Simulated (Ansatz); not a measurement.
# HW3N4: the cost of one run

Program: Ansatz 0.2.0. Level of theory: DFT LDA, scalar-relativistic, plane waves, PAW. These are calculated values, not measurements.

5 further runs of the same task are left out: 5 set aside as unsound or not needed.

## 1. The starting structure

Symmetry: Pm-3m, No. 221, cubic system. The conventional cell has a = 4.157 Å, b = 4.157 Å, c = 4.157 Å, α = 90.00°, β = 90.00°, γ = 90.00°. Around W (site symmetry 4/mmm) lie 6 N at 2.08 Å. N (site symmetry m-3m) has 6 W at 2.08 Å as nearest neighbours. N (site symmetry 4/mmm) has 4 W at 2.08 Å as nearest neighbours.

As a file:

```cif
data_structure
_symmetry_space_group_name_H-M 'Pm-3m'
_symmetry_Int_Tables_number 221
_cell_length_a 4.1570
_cell_length_b 4.1570
_cell_length_c 4.1570
_cell_angle_alpha 90.000
_cell_angle_beta 90.000
_cell_angle_gamma 90.000
_cell_volume 71.84
loop_
_atom_site_label
_atom_site_type_symbol
_atom_site_symmetry_multiplicity
_atom_site_Wyckoff_symbol
_atom_site_fract_x
_atom_site_fract_y
_atom_site_fract_z
_atom_site_occupancy
W1 W 3 c 0.50000 0.50000 0.00000 1
N1 N 1 b 0.50000 0.50000 0.50000 1
N2 N 3 d 0.50000 0.00000 0.00000 1
```

It is the result of an earlier relaxation at this level (volume 10.26 Å³/atom; gap on the mesh: none (metal)).

## 2. Plan of the line

Atoms count from 1 in the order of the input.

A guest moved over a lattice plane through the rigid host; the plane is (1 1 1) of the conventional cell, half-way across the widest gap between atomic layers, origin above N5.

The axes are (1) place of H8 along a1: 12 values from 0.000 to 0.917, periodic; (2) place of H8 along a2: 12 values from 0.000 to 0.917, periodic.

Nothing else is relaxed (host rigid, guest held in the plane). Points are written as (first, second).

The two vectors of the plane (Å): (-4.157, 4.157, 0.000); (-4.157, 0.000, 4.157).

## 3. Grid point (1/12, 1/12) of the map's two axes

input.yaml

```yaml
crystal:
  lattice:
    - [4.1569984136, 0.0, 0.0]
    - [0.0, 4.1569984136, 0.0]
    - [0.0, 0.0, 4.1569984136]
  atoms:
    - { symbol: W, position: [0.5, 0.5, 0.0] }
    - { symbol: W, position: [0.0, 0.5, 0.5] }
    - { symbol: W, position: [0.5, 0.0, 0.5] }
    - { symbol: "N", position: [0.5, 0.5, 0.5] }
    - { symbol: "N", position: [0.5, 0.0, 0.0] }
    - { symbol: "N", position: [0.0, 0.5, 0.0] }
    - { symbol: "N", position: [0.0, 0.0, 0.5] }
    - { symbol: H, position: [0.4166681997, 0.1666681997, 0.1666681997] }
basis:
  ecutwfc: 420
kpoints:
  mp_grid: { grid: [8, 8, 8] }
hamiltonian:
  xc: lda
  pseudopotentials: { kind: paw, azcp: { folder: soft_1 } }
scf:
  occupations: { method: gaussian, width: 0.15 }
output:
  forces: true
  stress: true
  eigenvalues: true
```

Run with:

```bash
ansatz run input.yaml --threads 4 --pin off --max-ram 8192MiB --backend cpu --events-out ev --progress --plain --runs-dir out
```

What time and memory should one allow on 4 threads of Arm Neoverse V2, shared host?

About 10 s, with a peak of 0.55 GiB.
